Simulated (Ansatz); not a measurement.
# CH₆In₂O: up Jacob's ladder to CCSD(T)

The task here is to estimate one member of a computed series from the others.

Computed with Ansatz 0.2.0, Gaussian basis. Level: functionals in def2-TZVPP, the program's frozen cores in correlated methods.

The runs, in order: LDA (SPW92), PBE-D4, revPBE-D4, BLYP-D4, r2SCAN-D4, B97M-V, PBE0-D4, B3LYP-D4, r2SCANh-D4, r2SCAN0-D4, HSE06-D4, BHLYP-D4, CAM-B3LYP-D4, LC-ωPBE, ωB97X-V, ωB97M-V, B2PLYP, PBE-QIDH; CCSD(T)/def2-SVP; CCSD(T)/def2-TZVPP; MP2/def2-QZVPP; extrapolation to the limit; RPA on PBE.

## The geometry

All runs share one geometry, relaxed beforehand with PBE0-D4 in a triple-zeta def2 set. In takes the def2 core potential; no spin-orbit term is included.

10 atoms, charge 0, spin multiplicity 1.

Atoms are counted from 1 here; the program's logs count them from 0.

Bond lengths: O1–In2 2.088 Å, O1–In4 2.285 Å, O1–H5 0.958 Å, In2–C3 2.103 Å, In2–H6 1.701 Å, C3–In4 2.218 Å, C3–H7 1.092 Å, C3–H8 1.092 Å, In4–H9 1.731 Å, In4–H10 1.730 Å. Angles: In2–O1–In4 95.7°, In2–O1–H5 131.7°, In4–O1–H5 132.7°, O1–In2–C3 87.2°, O1–In2–H6 110.8°, C3–In2–H6 162.0°, In2–C3–In4 97.3°, In2–C3–H7 110.3°, In2–C3–H8 110.2°, In4–C3–H7 115.2°, In4–C3–H8 115.1°, H7–C3–H8 108.3°, O1–In4–C3 79.9°, O1–In4–H9 103.8°, O1–In4–H10 103.9°, C3–In4–H9 116.2°, C3–In4–H10 116.3°, H9–In4–H10 123.6°.

The first run:

Input file in.yaml:

```yaml
crystal:
  periodic: [false, false, false]
  atoms:
    - {symbol: O, position_ang: [-1.104394, 0.946764, -0.445004]}
    - {symbol: In, position_ang: [-0.922367, 0.075648, 1.444351]}
    - {symbol: C, position_ang: [0.816401, -0.866880, 0.728877]}
    - {symbol: In, position_ang: [0.773703, -0.016662, -1.318985]}
    - {symbol: H, position_ang: [-1.754014, 1.549465, -0.808227]}
    - {symbol: H, position_ang: [-2.191932, 0.571575, 2.461991]}
    - {symbol: H, position_ang: [1.679221, -0.579599, 1.334121]}
    - {symbol: H, position_ang: [0.707081, -1.952505, 0.782528]}
    - {symbol: H, position_ang: [1.828105, 1.323852, -1.613001]}
    - {symbol: H, position_ang: [0.168196, -1.051658, -2.566670]}
basis:
  gaussian: {orbitals: def2-TZVPP}
hamiltonian: {xc: lda}
output: {orbitals: {seedname: orbitals}}
```

On the command line:

```bash
> ansatz run in.yaml --threads 2 --pin off --events-out ev --progress --plain --max-ram 22528MiB --backend cpu
```

Among the steps run: LDA; PBE-D4 (GGA); revPBE-D4 (GGA); BLYP-D4 (GGA); r2SCAN-D4 (meta-GGA); B97M-V (meta-GGA); PBE0-D4 (hybrid); B3LYP-D4 (hybrid); r2SCANh-D4 (hybrid); r2SCAN0-D4 (hybrid); HSE06-D4 (hybrid); BHLYP-D4 (hybrid); CAM-B3LYP-D4 (range-separated); LC-ωPBE (range-separated); ωB97X-V (range-separated); ωB97M-V (range-separated); B2PLYP (double hybrid); PBE-QIDH (double hybrid).

One of the session's tables, all rows but one given; the rest of the session is left out.

It belongs to the step «Orbital energies across the functionals». 

| functional | HOMO (eV) | LUMO (eV) | gap (eV) |
| --- | --- | --- | --- |
| LDA (SPW92) | -5.95 | -2.53 | 3.43 |
| PBE-D4 | -5.79 | -2.27 | 3.52 |
| revPBE-D4 | -5.73 | -2.16 | 3.57 |
| BLYP-D4 | -5.66 | -2.26 | 3.40 |
| r2SCAN-D4 | -5.99 | -2.00 | 3.99 |
| B97M-V | -6.04 | -2.30 | 3.74 |
| PBE0-D4 | -6.83 | -1.56 | 5.27 |
| B3LYP-D4 | -6.64 | -1.85 | 4.80 |
| r2SCANh-D4 | -6.38 | -1.75 | 4.63 |
| r2SCAN0-D4 | -6.97 | -1.39 | 5.58 |
| HSE06-D4 | -6.44 | -1.91 | 4.53 |
| BHLYP-D4 | -7.76 | -0.95 | 6.81 |
| CAM-B3LYP-D4 | -8.07 | -0.79 | 7.29 |
| LC-ωPBE | -9.35 | 0.32 | 9.67 |
| ωB97X-V | -9.02 | 0.17 | 9.19 |
| ωB97M-V | ? | ? | ? |

Estimate the missing values for ωB97M-V.

As computed: HOMO (eV): -8.91; LUMO (eV): -0.14; gap (eV): 8.77. In the column «HOMO (eV)» it lies between ωB97X-V (-9.02) and CAM-B3LYP-D4 (-8.07).
